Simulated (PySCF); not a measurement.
# C3H8Si: the cost of one run

Programs: PySCF 2.14.0, with density-fitted response routines of our own. Each step states its level of theory. These are calculated values for one molecule, in the gas phase or a continuum, unless marked as measured. Atoms count from 0, in the outputs and in this text.

## Step 1: Starting geometry

12 atoms, charge 0, multiplicity 1; geometry from: GFN2-xTB. The atoms were then displaced at random by about 0.01 Å, so the start is not that level's minimum.

Bonds of the start (Å): C0–C1 1.55, C1–Si2 1.93, Si2–C3 1.90, C3–C0 1.54, C0–H4 1.06, C0–H5 1.08, C1–H6 1.09, C1–H7 1.10, Si2–H8 1.44, Si2–H9 1.47, C3–H10 1.11, C3–H11 1.10.

## Step 2: Optimising the geometry at PBE0-D3(BJ)/def2-SVP

The job: settings as JSON, then the geometry in Å.

```
{"job": {"xc": "PBE0", "basis": "def2-SVP", "d3": "d3bj", "grid": 1, "shake": 0.01, "kind": "geom"}, "charge": 0, "multiplicity": 1}
C      0.525920    -1.009920    -0.097690
C      1.099750     0.432560    -0.077630
Si    -0.658390     1.213970    -0.002270
C     -0.944570    -0.655380     0.167130
H      0.939480    -1.654060     0.633850
H      0.630240    -1.444010    -1.081040
H      1.729990     0.663350    -0.942770
H      1.734190     0.612440     0.802310
H     -1.117610     1.840050    -1.212420
H     -0.943030     2.062070     1.169940
H     -1.302050    -0.980600     1.170590
H     -1.654220    -1.108740    -0.539020
```

Run with:

```
> OMP_NUM_THREADS=1 python probes_run.py task.json out
```

The driver reads the jobs from task.json and runs them one after another.

Q: Estimate the wall time and peak memory of this first job on 1 thread of AMD EPYC 9R14, shared host.

About 27 s, with a peak of 0.42 GiB.
